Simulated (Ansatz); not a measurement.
# TiO2: the cost of one run

Program: Ansatz 0.2.0. Level of theory: DFT r2SCAN, scalar-relativistic, plane waves, PAW. These are calculated values, not measurements.

1 further run of the same task is left out (set aside as unsound or not needed). Runs told in other sessions of the task aren't counted.

## 1. The starting structure

The structure is tetragonal, space group P4_2/mnm (No. 136). The conventional cell has a = 4.597 Å, b = 4.597 Å, c = 2.954 Å, α = 90.00°, β = 90.00°, γ = 90.00°. Ti (site symmetry mmm) is surrounded by 6 O at 1.95 to 1.98 Å. O (site symmetry m2m) is surrounded by 3 Ti at 1.95 to 1.98 Å.

Structure file:

```
Ti O
1.0
     4.59695    0.00000    0.00000
     0.00000    4.59695    0.00000
     0.00000    0.00000    2.95354
Ti O
2 4
Direct
  0.00000 0.00000 0.00000
  0.50000 0.50000 0.50000
  0.30463 0.30463 0.00000
  0.19537 0.80463 0.50000
  0.69537 0.69537 0.00000
  0.80463 0.19537 0.50000
```

It is the result of an earlier relaxation at this level (volume 10.40 Å³/atom; gap on the mesh: 2.22 eV).

## 2. Point at V/V0 = 0.97

Contents of input.yaml:

```yaml
crystal:
  lattice:
    - [4.5505080809, 0.0, 0.0]
    - [0.0, 4.5505080809, 0.0]
    - [0.0, 0.0, 2.9237072348]
  atoms:
    - { symbol: Ti, position: [0.0, 0.0, 0.0] }
    - { symbol: Ti, position: [0.5, 0.5, 0.5] }
    - { symbol: O, position: [0.3046314523, 0.3046314523, 0.0] }
    - { symbol: O, position: [0.1953685477, 0.8046314523, 0.5] }
    - { symbol: O, position: [0.6953685477, 0.6953685477, 0.0] }
    - { symbol: O, position: [0.8046314523, 0.1953685477, 0.5] }
basis:
  ecutwfc: 500
kpoints:
  mp_grid: { grid: [6, 6, 10] }
hamiltonian:
  xc: r2scan
scf:
  occupations: { method: gaussian, width: 0.02 }
output:
  forces: true
  stress: true
  eigenvalues: true
relax:
  adjacent_minimum: "off"
  f_tol: 0.01
  max_steps: 30
  cell: { stress_tol: 0.1, fix: [volume] }
```

The run is started by

```
ansatz run input.yaml --threads 2 --pin off --max-ram 5120MiB --backend cpu --events-out ev --progress --plain --runs-dir out
```

What time and memory should one allow on 2 threads of Intel Xeon at 2.50GHz (Skylake/Cascade Lake), shared host?

About 54 s, with a peak of 0.59 GiB.
